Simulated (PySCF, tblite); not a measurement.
# C₅H₇N₃SeSi: geometry, infrared bands and NMR shifts

Wanted: the infrared bands and NMR shifts of C₅H₇N₃SeSi (`C=C[C@@H](C#N)[Si@@](N)([SeH])C#N`), by calculation.

Programs: tblite 0.8.0 and PySCF 2.14.0, with density-fitted response routines of our own. Each step states its level of theory. These are calculated values for one molecule in the gas phase, unless marked as measured. Atoms count from 0, in the outputs and in this text.

## Step 1: The molecule as given

17 atoms, charge 0, multiplicity 1; geometry from: force field or distance geometry start.

Bonds of the start (Å): C0–C1 1.34, C1–C2 1.51, C2–C3 1.48, C3–N4 1.15, C2–Si5 1.88, Si5–N6 1.73, Si5–Se7 2.28, Si5–C8 1.82, C8–N9 1.18, C0–H10 1.07, C0–H11 1.08, C1–H12 1.08, C2–H13 1.10, N6–H14 1.03, N6–H15 1.00, Se7–H16 1.53.

## Step 2: Geometry optimisation with GFN2-xTB

The job: settings as JSON, then the geometry in Å.

```
{"job": {"kind": "relax", "xc": "GFN2-xTB", "basis": "xTB"}, "charge": 0, "multiplicity": 1}
C      2.556100    -0.529500    -0.162300
C      1.423400     0.139700    -0.420000
C      0.504900     0.451100     0.734900
C      0.372500     1.923000     0.796900
N      0.257900     3.068300     0.875400
Si    -1.155300    -0.254400     0.197300
N     -1.362100     0.056000    -1.491000
Se    -1.084800    -2.466300     0.750800
C     -2.422500     0.632500     1.151600
N     -3.253600     1.188800     1.775000
H      3.272100    -0.802600    -0.908900
H      2.742300    -0.815500     0.864000
H      1.134400     0.469000    -1.404900
H      0.869200     0.006900     1.668500
H     -1.496000     1.022100    -1.807600
H     -1.363200    -0.700900    -2.147000
H     -1.002400    -3.376100    -0.482500
```

The run is started by

```sh
> OMP_NUM_THREADS=1 python probes_run.py task.json out
```

One launch serves the whole session: the jobs run in the order shown.

**Question.** This job is followed by: GFN2-xTB harmonic vibrations, gas phase; GIAO PBE0/pcSseg-1 NMR shielding, non-relativistic, gas phase. Predict these results of the whole session: strongest single infrared mode (GFN2-xTB); zero-point energy (GFN2-xTB); 13C shifts against TMS (PBE0/pcSseg-1); 1H shifts against TMS (PBE0/pcSseg-1, means over atoms taken as alike); 15N shifts against NH3 (PBE0/pcSseg-1); 29Si shifts against TMS (PBE0/pcSseg-1); 77Se shifts against Me2Se (PBE0/pcSseg-1).

As calculated:

| quantity | value |
| --- | --- |
| strongest single infrared mode (GFN2-xTB) | 2395 cm⁻¹, 308 km/mol |
| zero-point energy (GFN2-xTB) | 68.5 kcal/mol |
| 13C shifts against TMS (PBE0/pcSseg-1) | 141.2, 127.3, 124.0, 122.2, 28.8 ppm |
| 1H shifts against TMS (PBE0/pcSseg-1, means over atoms taken as alike) | 6.04, 5.79, 5.37, 2.62, 1.88, 1.74 ppm |
| 15N shifts against NH3 (PBE0/pcSseg-1) | 360.4, 303.8, 36.3 ppm |
| 29Si shifts against TMS (PBE0/pcSseg-1) | -23.9 ppm |
| 77Se shifts against Me2Se (PBE0/pcSseg-1) | -372 ppm |

What this shows: Over 163 steps the energy fell by 0.736 eV; of the close pairs, Se7–H16 changed most, 1.535 to 1.441 Å. No mode is imaginary among the 45: a minimum at this level. The strongest single mode, at 2395 cm⁻¹, moves mainly C3 and N4. GFN2-xTB is a fitted tight-binding method: band positions and strengths are rough. Its intensities can rank the bands wrongly. The most deshielded carbon is C1 (alkene CH), at 141.2 ppm: as expected for a trigonal carbon in a double bond. H12 (hydrogen on an alkene CH) lies farthest downfield among hydrogen, at 6.04 ppm; a vinylic proton, deshielded by the sp2 carbon and the C=C anisotropy. At PBE0/pcSseg-1: The largest span, 575 ppm, is at N9, where the paramagnetic term is -430 ppm. Spin-orbit coupling is left out, which matters for shieldings and couplings at and beside the heavy atoms.
